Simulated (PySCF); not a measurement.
# Zn²⁺: excitation energies in ANO-RCC-VTZP

Each state of zinc is computed at each level; their differences give the excitation energy. How far do the methods differ?

The numbers are computed with PySCF 2.14.0 (unrestricted determinants in a Gaussian basis, no spin-orbit coupling in the energies), except any that are marked as measured or tabulated.

## (1) Starting point

| Property | Result |
| --- | --- |
| Element | zinc (Z = 30) |
| Basis | ANO-RCC-VTZP (6s5p3d2f1g, 59 functions) |
| Hamiltonian | scalar relativity by spin-free X2C-1e |
| State 1 | Zn²⁺: [Ar] 3d9 4p1, one real determinant (an excited configuration) |
| State 2 | Zn²⁺: [Ar] 3d9 4s1, high-spin 3D determinant (an excited configuration) |
| Needed too, but not shown | Zn²⁺ [Ar] 3d10 (1S) |
| Methods | CCSD(T) |
| Core shells frozen in the correlated runs | valence: [Ar] (for Zn²⁺) |

Outer shells as boxes (Hund's rule):

Zn2+ [Ar] 3d9 4p1
```
[Ar] core
3d [↑↓][↑↓][↑↓][↑↓][↑ ]
4p [↑ ][  ][  ]
```

Zn2+ [Ar] 3d9 4s1
```
[Ar] core
3d [↑↓][↑↓][↑↓][↑↓][↑ ]
4s [↑ ]
```

The runs were made by one driver on top of PySCF. The scripts below sum up each run's settings (the driver also hands on starting orbitals that pick excited configurations, and frozen orbitals as a list rather than a count), and the logs come from the driver's own runs. The driver starts from symmetry-adapted Hartree-Fock orbitals, holds the occupation by maximum overlap and uses a logarithmic radial grid for functionals, so a plain start would take other cycles.

The integrals over 59 functions and the set-up took 5.2 s of CPU time.

## (2) Zn²⁺ [Ar] 3d9 4p1, at CCSD(T) (valence)

Level: CCSD(T) (valence).

The input, input.py:

```python
from pyscf import gto, scf, dft, mp, cc
import basis_set_exchange as bse
mol = gto.M(atom="Zn 0 0 0", charge=2, spin=2, symmetry="D2h",
            basis=gto.basis.parse(bse.get_basis("ANO-RCC-VTZP", elements=["Zn"], fmt="nwchem")),
            nucmod="G")
mf = scf.UHF(mol).sfx2c1e()
mf.irrep_nelec = {'Ag': (5, 4), 'B1g': (1, 1), 'B2g': (1, 1), 'B3g': (1, 1), 'B1u': (3, 2), 'B2u': (2, 2), 'B3u': (2, 2)}
mf.kernel()
mycc = cc.CCSD(mf, frozen=9).run()
mycc.ccsd_t()
```

The program printed:

```text
CC2 = 0
CCSD nocc = (np.int64(6), np.int64(4)), nmo = (50, 50)
frozen orbitals [[0, 1, 2, 3, 4, 5, 6, 7, 8], [0, 1, 2, 3, 4, 5, 6, 7, 8]]
max_cycle = 100
direct = 0
conv_tol = 1e-08
conv_tol_normt = 1e-06
diis_space = 8
diis_start_cycle = 0
Init t2, MP2 energy = -0.343940143620288
Init E_corr(UCCSD) = -0.343940143620707
cycle = 1  E_corr(UCCSD) = -0.320624074429565  dE = 0.0233160692  norm(t1,t2) = 0.0411968
cycle = 2  E_corr(UCCSD) = -0.326186792226656  dE = -0.0055627178  norm(t1,t2) = 0.0123281
cycle = 3  E_corr(UCCSD) = -0.325578831528113  dE = 0.000607960699  norm(t1,t2) = 0.00568725
cycle = 4  E_corr(UCCSD) = -0.325925983391128  dE = -0.000347151863  norm(t1,t2) = 0.00351845
cycle = 5  E_corr(UCCSD) = -0.326058381509844  dE = -0.000132398119  norm(t1,t2) = 0.00263587
cycle = 6  E_corr(UCCSD) = -0.326066731227235  dE = -8.34971739e-06  norm(t1,t2) = 0.00813982
cycle = 7  E_corr(UCCSD) = -0.326047316064694  dE = 1.94151625e-05  norm(t1,t2) = 0.00314874
cycle = 8  E_corr(UCCSD) = -0.326166960087828  dE = -0.000119644023  norm(t1,t2) = 0.00108159
cycle = 9  E_corr(UCCSD) = -0.326154490878029  dE = 1.24692098e-05  norm(t1,t2) = 0.00030747
cycle = 10  E_corr(UCCSD) = -0.326153838410317  dE = 6.52467712e-07  norm(t1,t2) = 0.000128518
cycle = 11  E_corr(UCCSD) = -0.326157338339461  dE = -3.49992914e-06  norm(t1,t2) = 4.47666e-05
cycle = 12  E_corr(UCCSD) = -0.326157127068598  dE = 2.11270863e-07  norm(t1,t2) = 1.17282e-05
cycle = 13  E_corr(UCCSD) = -0.326157002368039  dE = 1.24700558e-07  norm(t1,t2) = 5.71169e-06
cycle = 14  E_corr(UCCSD) = -0.32615692566801  dE = 7.67000292e-08  norm(t1,t2) = 1.82903e-06
cycle = 15  E_corr(UCCSD) = -0.326156928682916  dE = -3.01490549e-09  norm(t1,t2) = 2.44408e-06
cycle = 16  E_corr(UCCSD) = -0.326156944034606  dE = -1.53516904e-08  norm(t1,t2) = 7.25868e-06
cycle = 17  E_corr(UCCSD) = -0.326156951624621  dE = -7.59001478e-09  norm(t1,t2) = 3.71665e-07
UCCSD converged
E(UCCSD) = -1793.123336549224  E_corr = -0.326156951624621
UCCSD(T) correction = -0.0061087403723569
```

It used 8.4 s of CPU time after the integrals (shared host).

CCSD correlation -0.32616 hartree, triples -0.00611; total -1793.129445. T1 = 0.008, largest double amplitude 0.037.

The real determinant used has ⟨L²⟩ near 8 against 12 for a pure F term, so it mixes terms.

## (3) Zn²⁺ [Ar] 3d9 4s1: CCSD(T) (valence)

Level: CCSD(T) (valence).

input.py: that of step 2 with these lines changed.

```diff
@@ -6,3 +6,3 @@
 mf = scf.UHF(mol).sfx2c1e()
-mf.irrep_nelec = {'Ag': (5, 4), 'B1g': (1, 1), 'B2g': (1, 1), 'B3g': (1, 1), 'B1u': (3, 2), 'B2u': (2, 2), 'B3u': (2, 2)}
+mf.irrep_nelec = {'Ag': (6, 4), 'B1g': (1, 1), 'B2g': (1, 1), 'B3g': (1, 1), 'B1u': (2, 2), 'B2u': (2, 2), 'B3u': (2, 2)}
 mf.kernel()
```

The program printed:

```text
CC2 = 0
CCSD nocc = (np.int64(6), np.int64(4)), nmo = (50, 50)
frozen orbitals [[0, 1, 2, 3, 4, 5, 6, 7, 8], [0, 1, 2, 3, 4, 5, 6, 7, 8]]
max_cycle = 100
direct = 0
conv_tol = 1e-08
conv_tol_normt = 1e-06
diis_space = 8
diis_start_cycle = 0
Init t2, MP2 energy = -0.354592191466585
Init E_corr(UCCSD) = -0.354592191497445
cycle = 1  E_corr(UCCSD) = -0.329721638623552  dE = 0.0248705529  norm(t1,t2) = 0.0424241
cycle = 2  E_corr(UCCSD) = -0.335783733301021  dE = -0.00606209468  norm(t1,t2) = 0.011491
cycle = 3  E_corr(UCCSD) = -0.335096565869284  dE = 0.000687167432  norm(t1,t2) = 0.00449929
cycle = 4  E_corr(UCCSD) = -0.335341869315149  dE = -0.000245303446  norm(t1,t2) = 0.00155026
cycle = 5  E_corr(UCCSD) = -0.335389857022747  dE = -4.79877076e-05  norm(t1,t2) = 0.000305726
cycle = 6  E_corr(UCCSD) = -0.335375096462428  dE = 1.47605603e-05  norm(t1,t2) = 8.36944e-05
cycle = 7  E_corr(UCCSD) = -0.335376559603703  dE = -1.46314127e-06  norm(t1,t2) = 1.57709e-05
cycle = 8  E_corr(UCCSD) = -0.335376555927145  dE = 3.67655822e-09  norm(t1,t2) = 3.55589e-06
cycle = 9  E_corr(UCCSD) = -0.33537642933457  dE = 1.26592575e-07  norm(t1,t2) = 9.47034e-07
cycle = 10  E_corr(UCCSD) = -0.33537642753995  dE = 1.79461962e-09  norm(t1,t2) = 3.09458e-07
UCCSD converged
E(UCCSD) = -1793.399767077281  E_corr = -0.3353764275399503
UCCSD(T) correction = -0.00626958033615295
```

It used 5.8 s of CPU time after the integrals (shared host).

CCSD correlation -0.33538 hartree, triples -0.00627; total -1793.406037. T1 = 0.008, largest double amplitude 0.016.

## (4) The energy differences

Excitation energy: Zn²⁺ [Ar] 3d10 (1S) → Zn²⁺ [Ar] 3d9 4p1 (high-spin determinant).

```
           method  value (eV)  less CCSD(T) (valence) (eV)
              UHF      15.313                       -1.890
    MP2 (valence)      17.770                       +0.568
SCS-MP2 (valence)      17.531                       +0.329
   CCSD (valence)      17.111                       -0.091
CCSD(T) (valence)      17.202                       +0.000
```

A first-order spin-orbit estimate (lowest level to lowest level, LS coupling) adds -0.095 eV.

Excitation energy: Zn²⁺ [Ar] 3d10 (1S) → Zn²⁺ [Ar] 3d9 4s1 (3D).

```
           method  value (eV)  less CCSD(T) (valence) (eV)
              UHF       8.041                       -1.634
    MP2 (valence)      10.209                       +0.533
SCS-MP2 (valence)      10.012                       +0.337
   CCSD (valence)       9.589                       -0.086
CCSD(T) (valence)       9.676                       +0.000
```

A first-order spin-orbit estimate (lowest level to lowest level, LS coupling) adds -0.149 eV.

The differences also use runs on Zn²⁺ [Ar] 3d10 (1S), which are not shown here. The runs at UHF, MP2 (valence) are not shown; their differences are listed all the same.

## (5) What came out

| quantity | value |
| --- | --- |
| excitation energy, Zn²⁺ → [Ar] 3d9 4p1 | UHF 15.313, CCSD(T) (valence) 17.202 eV |
| excitation energy, Zn²⁺ → [Ar] 3d9 4s1 | UHF 8.041, CCSD(T) (valence) 9.676 eV |

Each level's miss (mean over 2 differences):

```
           method  mean absolute miss against CCSD(T) (valence) (eV)
              UHF                                              1.762
    MP2 (valence)                                              0.550
SCS-MP2 (valence)                                              0.333
   CCSD (valence)                                              0.089
CCSD(T) (valence)                                              0.000
```

What this shows: For the first difference the methods span 2.457 eV, from UHF (15.313) to MP2 (valence) (17.770). No reference value is at hand in this session. The basis is finite, and no extrapolation was made.
